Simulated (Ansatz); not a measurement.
# TaBiO: from a guess to a relaxed structure

The task: take a trial cell of TaBiO to zero force and stress.

Computed with Ansatz 0.2.0 (DFT PBE, scalar-relativistic, plane waves, PAW, unless a step's input says otherwise).

2 further runs of the same task are left out: 1 that didn't finish, 1 set aside as unsound or not needed. Runs told in other sessions of the task aren't counted.

## (1) The structure to begin with

It takes space group P4/nmm (No. 129, tetragonal). The conventional cell has a = 3.345 Å, b = 3.345 Å, c = 8.503 Å, α = 90.00°, β = 90.00°, γ = 90.00°. Ta (site symmetry 4mm) is surrounded by 5 O at 2.39 to 2.45 Å. Bi (site symmetry 4mm) is surrounded by 1 O at 2.37 Å. O (site symmetry 4mm) has 1 Bi at 2.37 Å and 5 Ta at 2.39 to 2.45 Å in its first shell of neighbours.

Structure file:

```xyz
6
Lattice="3.3451 0.0000 0.0000 0.0000 3.3451 0.0000 0.0000 0.0000 8.5026" Properties=species:S:1:pos:R:3 pbc="T T T"
Ta    0.0000    1.6726    5.6523
Ta    1.6726    0.0000    2.8503
Bi    1.6726    0.0000    7.6747
Bi    0.0000    1.6726    0.8279
O     0.0000    1.6726    3.2005
O     1.6726    0.0000    5.3021
```

Recipe of the guess: species swapped into a database cell of TaMoN (P4/nmm, No. 129), with Bi on the Mo sites and O on the N sites. Lengths come from tabulated atomic sizes and are only a guess.

## (2) Probe: one point on a coarse mesh

Input file input.yaml:

```yaml
crystal:
  lattice:
    - [3.34512099, 0.0, 0.0]
    - [0.0, 3.34512099, 0.0]
    - [0.0, 0.0, 8.50258761]
  atoms:
    - { symbol: Ta, position: [0.0, 0.5, 0.66477102] }
    - { symbol: Ta, position: [0.5, 0.0, 0.33522898] }
    - { symbol: Bi, position: [0.5, 0.0, 0.90262902] }
    - { symbol: Bi, position: [0.0, 0.5, 0.09737098] }
    - { symbol: O, position: [0.0, 0.5, 0.37641001] }
    - { symbol: O, position: [0.5, 0.0, 0.62358999] }
basis:
  ecutwfc: 420
kpoints:
  mp_grid: { grid: [6, 6, 2] }
hamiltonian:
  xc: pbe
scf:
  occupations: { method: gaussian, width: 0.1 }
  lower_state_search: "off"
output:
  forces: true
  stress: true
  eigenvalues: true
```

Run with:

```console
$ ansatz run input.yaml --threads 1 --pin off --max-ram 2560MiB --backend cpu --events-out ev --progress --plain --runs-dir out
```

Further runs follow: spin check on a coarse mesh; coarse relaxation; full relaxation.

What does the calculation give? Wanted: conventional cell; volume; energy over the elements; gap on the mesh.

The runs gave:

```
                                                              quantity                                                                       value
                                symmetry at the end (tolerance 0.05 Å)                                                space group P4/nmm (No. 129)
                                                     conventional cell  a = 3.076 Å, b = 3.076 Å, c = 11.562 Å, α = 90.00°, β = 90.00°, γ = 90.00°
                                                                volume                                                               18.24 Å³/atom
energy over the elements (uncorrected; H, N, O, F and Cl as molecules)                                                               -0.78 eV/atom
                                                       gap on the mesh                                                                none (metal)
```

**Reading.** The space group P4/nmm (No. 129) is kept, and the volume per atom grows by 15.0 % from the first guess. A negative formation energy is needed for stability but isn't enough; other structures and compounds were not set against it here. No finished test with a distortion of lower symmetry is shown, so the end may be a saddle point. The runs treat Bi, Ta without spin-orbit coupling. Layers here are held mostly by dispersion, which this level lacks, so their spacing and the stiffness across them are unreliable there. Other magnetic orders were not searched.
